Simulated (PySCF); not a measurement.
# K at other levels of theory

What do other methods print for K?

Program: PySCF 2.14.0. Level of theory: method and basis as typed in the scripts. These are calculated values, not measurements.

1 further run of the same task is left out (it didn't finish).

### Step 1. The atom

K: 1 atom, charge 0, spin multiplicity 2.

### Step 2. The base run

input.py reads:

```python
from pyscf import gto, scf, mp

mol = gto.M(
    atom='K 0 0 0',
    basis='jorge-dzp',
    charge=0,
    spin=1,
    verbose=3,
)
mf = scf.UHF(mol)
mf.kernel()
mp.MP2(mf, frozen=5).kernel()
mf.dip_moment()
print('orbital energies (hartree):', [e[max(0, n-3):n+3].round(4) for e, n in zip(mf.mo_energy, mol.nelec)])
```

Run with:

```sh
$ OMP_NUM_THREADS=1 python input.py
```

Its log is not repeated here.

Base result: E(SCF) = -599.150110 Eh, E(MP2) − E(SCF) = -0.03439 Eh, ⟨S²⟩ = 0.750.

### Step 3. EOM-EE

Variant 1 changes step after the SCF: mp2 → eomee; frozen orbitals: 5 → none; number of roots: none → 4.

input.py reads:

```python
from pyscf import gto, scf, cc

mol = gto.M(
    atom='K 0 0 0',
    basis='jorge-dzp',
    charge=0,
    spin=1,
    verbose=3,
)
mf = scf.UHF(mol)
mf.kernel()
mycc = cc.CCSD(mf)
mycc.kernel()
e = mycc.eeccsd(nroots=4)[0]
print('roots (eV) =', (e*27.211386).round(3))
mf.dip_moment()
print('orbital energies (hartree):', [e[max(0, n-3):n+3].round(4) for e, n in zip(mf.mo_energy, mol.nelec)])
```

Run with:

```sh
$ OMP_NUM_THREADS=1 python input.py
```

### Step 4. B3pw91 (UKS)

Variant 2 changes functional: none (Hartree–Fock) → b3pw91; SCF type: UHF → UKS; step after the SCF: mp2 → analyze.

input.py reads:

```python
from pyscf import gto, dft

mol = gto.M(
    atom='K 0 0 0',
    basis='jorge-dzp',
    charge=0,
    spin=1,
    verbose=3,
)
mf = dft.UKS(mol, xc='b3pw91')
mf.kernel()
mf.analyze()
print('orbital energies (hartree):', [e[max(0, n-3):n+3].round(4) for e, n in zip(mf.mo_energy, mol.nelec)])
```

### Step 5. RHF

Variant 3 changes SCF type: UHF → RHF.

input.py reads:

```python
from pyscf import gto, scf, mp

mol = gto.M(
    atom='K 0 0 0',
    basis='jorge-dzp',
    charge=0,
    spin=1,
    verbose=3,
)
mf = scf.RHF(mol)
mf.kernel()
mp.MP2(mf, frozen=5).kernel()
mf.dip_moment()
print('orbital energies (hartree):', mf.mo_energy[..., max(0, mol.nelec[1]-3):mol.nelec[0]+3].round(4))
```

### Step 6. TDHF

Variant 4 changes step after the SCF: mp2 → tddft; number of roots: none → 8.

input.py: that of step 2 with these lines changed.

```diff
@@ -1,2 +1,2 @@
-from pyscf import gto, scf, mp
+from pyscf import gto, scf, tdscf
 
@@ -11,3 +11,6 @@
 mf.kernel()
-mp.MP2(mf, frozen=5).kernel()
+td = tdscf.TDHF(mf)
+td.nstates = 8
+td.kernel()
+td.analyze()
 mf.dip_moment()
```

Before running it: what results should come out? Wanted: for each run, E(SCF); from base; gap, α spin; after the SCF.

The runs gave:

```tsv
run	E(SCF) (hartree)	from base (eV)	gap, α spin (eV)	after the SCF
base	-599.150110	0	5.47	MP2 correlation -0.936 eV, core frozen
EOM-EE	-599.150110	0.0000	5.47	CCSD correlation -4.340 eV, first root 1.85 eV
b3pw91 (UKS)	-599.867262	not comparable	2.62	n/a
RHF	-599.150040	+0.0019	n/a	MP2 correlation -0.936 eV, core frozen
TDHF	-599.150110	0.0000	5.47	lowest root found 1.84 eV
```

**Reading.** A lower total energy from another functional means nothing by itself.
